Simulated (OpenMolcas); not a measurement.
# Ag⁵⁺ among point charges: CASSCF and CASPT2 levels and susceptibility

How does a field of 6 point charges split the states of Ag⁵⁺, and what χT follows?

Program: OpenMolcas 26.06. Level of theory: state-averaged CASSCF and CASPT2, spin-orbit coupling by RASSI with atomic mean-field integrals. These are calculated values, not measurements, unless marked.

## Step 1: The system

```
Species                           : Ag⁵⁺ (silver, Z = 47, 42 electrons)
Basis                             : ANO-RCC-VDZP [6s5p3d1f], 43 functions
Scalar Hamiltonian                : DKH2, point nucleus
Inactive shells                   : 1s 2s 2p 3s 3p 3d 4s 4p
Active space                      : 6 electrons in 5 orbitals (4d)
Some configurations of this space : 4d6
Orbitals                          : optimised for each spin and parity, averaged over all roots
```

Outer shells as boxes (Hund's rule):

4d6
```
4d [↑↓][↑ ][↑ ][↑ ][↑ ]
```

The ion sits among 6 point charges of -1.5 e arranged as a trigonal antiprism (D3d), 1.77 Å from the ion, with a polar angle of 59.1° against the regular 54.74°.

The work runs as a chain of OpenMolcas steps in one folder; each step below is one input file. Labels, J, g values, rates, χT and fits are worked out afterwards by a script from the matrices that RASSI stores. The input lists half of the charges; inversion (Group=XYZ) makes the rest.

## Step 2: One- and two-electron integrals

a.inp

```
&GATEWAY
Coord
1

Ag 0.0 0.0 0.0
Basis=ANO-RCC-VDZP
Group=XYZ
NoMove
AngMom=0.0 0.0 0.0
AMFI
XField
3 Angstrom 0
0.000000 1.519004 0.908585 -1.500000
1.315496 -0.759502 0.908585 -1.500000
1.315496 0.759502 -0.908585 -1.500000
&SEWARD
```

The run is started by

```
$ OMP_NUM_THREADS=1 MOLCAS_MEM=1689 MOLCAS_PROJECT=a pymolcas a.inp > a.log
```

## Step 3: CASSCF: quintets of even parity, 5 roots

a.inp

```
&RASSCF
FileOrb=start.orb
Symmetry=1
Spin=5
nActEl=6 0 0
Inactive=9 9
Ras2=5 0
CIRoot=5 5 1
SDav=5
CIMx=300
Iter=120 100
PrWF=0.3
OrbListing=Nothing
MaxOrb=0
>>> COPY $Project.JobIph JOB001
```

start.orb holds the contracted functions of the basis, ordered by shell, or the orbitals of the step before.

## Step 4: CASSCF: triplets of even parity, 45 roots

a.inp

```
&RASSCF
FileOrb=start.orb
Symmetry=1
Spin=3
nActEl=6 0 0
Inactive=9 9
Ras2=5 0
CIRoot=45 45 1
SDav=45
CIMx=300
Iter=120 100
PrWF=0.3
OrbListing=Nothing
MaxOrb=0
>>> COPY $Project.JobIph JOB002
```

## Step 5: Reference wave functions, singlets of even parity, 50 roots

a.inp

```
&RASSCF
FileOrb=start.orb
Symmetry=1
Spin=1
nActEl=6 0 0
Inactive=9 9
Ras2=5 0
CIRoot=50 50 1
SDav=50
CIMx=300
Iter=120 100
PrWF=0.3
OrbListing=Nothing
MaxOrb=0
>>> COPY $Project.JobIph JOB003
```

## Step 6: State interaction with spin-orbit coupling

a.inp

```
&RASSI
NrOfJobIphs=3 5 45 50
1 2 3 4 5
1 2 3 4 5 6 7 8 9 10 11 12 13 14 15 16 17 18 19 20 21 22 23 24 25 26 27
28 29 30 31 32 33 34 35 36 37 38 39 40 41 42 43 44 45
1 2 3 4 5 6 7 8 9 10 11 12 13 14 15 16 17 18 19 20 21 22 23 24 25 26 27
28 29 30 31 32 33 34 35 36 37 38 39 40 41 42 43 44 45 46 47 48 49 50
IphNames
JOB001
JOB002
JOB003
EJob
SpinOrbit
DIPRint=1.0
SOCoupling=1000.0
Subsets=2
Property=9
'ANGMOM' 1 'ANGMOM' 2 'ANGMOM' 3 'MLTPL  1' 1 'MLTPL  1' 2 'MLTPL  1' 3
'AMFI' 1 'AMFI' 2 'AMFI' 3
SOProperty=3
'ANGMOM' 1 'ANGMOM' 2 'ANGMOM' 3
```

## Step 7: CASPT2: IPEA 0.25, imaginary shift 0.1 (closed shells correlated: 4s 4p)

a.inp

```
>>> COPY JOB001 $Project.JobIph
&CASPT2
Multistate=5 1 2 3 4 5
NoMult
Frozen=8 6
IPEA=0.25
Imaginary=0.1
MaxIter=60
WThr=0.0 0.3 0.05
PrWF=0.5
NoMix
>>> COPY JOB002 $Project.JobIph
&CASPT2
Multistate=45 1 2 3 4 5 6 7 8 9 10 11 12 13 14 15 16 17 18 19 20 21 22
23 24 25 26 27 28 29 30 31 32 33 34 35 36 37 38 39 40 41 42 43 44 45
NoMult
Frozen=8 6
IPEA=0.25
Imaginary=0.1
MaxIter=60
WThr=0.0 0.3 0.05
PrWF=0.5
NoMix
>>> COPY JOB003 $Project.JobIph
&CASPT2
Multistate=50 1 2 3 4 5 6 7 8 9 10 11 12 13 14 15 16 17 18 19 20 21 22
23 24 25 26 27 28 29 30 31 32 33 34 35 36 37 38 39 40 41 42 43 44 45 46
47 48 49 50
NoMult
Frozen=8 6
IPEA=0.25
Imaginary=0.1
MaxIter=60
WThr=0.0 0.3 0.05
PrWF=0.5
NoMix
```

(Steps that only read results are left out.)

**Question.** What will these runs give? Wanted: spin-free ground state; first state of the same spin within the active space; lowest level; next level.

The runs gave:

```
                                            quantity                                                                        value
                                              method  SS-CASPT2, IPEA 0.25, imaginary shift 0.1 (closed shells correlated: 4s 4p)
                              spin-free ground state                                              5A1, 1-fold in its orbital part
first state of the same spin within the active space                                                              5E at 2480 cm⁻¹
                                        lowest level                                                                    1-fold A1
                                          next level                                                                   177.1 cm⁻¹
                                         χT at 300 K                                                               4.31 cm³ K/mol
                           effective moment at 300 K                                                                      5.87 μB
```

Cost by method:

| method | time of its own steps | time with the reference |
| --- | --- | --- |
| A. CASSCF | 20 s | 20 s |
| B. SS-CASPT2, IPEA 0.25, imaginary shift 0.1, +4s 4p | 5.2 s | 25 s |

Times are of one thread on a shared host.

What this shows: The spin-free ground state (5A1) comes to 100 % from free-ion D terms and keeps the highest spin of the shell. χT at 300 K is 4.31, against 3.01 cm³ K/mol for the spin alone, so orbital moment adds to it. An active space of the d shell alone favours high spin; real ions in strong fields can be low spin. CASPT2 does not keep the components of a term degenerate, and the means are used. The field of point charges can differ much from that of real complexes. With metal d orbitals alone active, the gaps between spin states are rough; where two lie within a few thousand cm-1, their order is open. Point charges carry no covalency, so the field is a model and not that of real ligands.
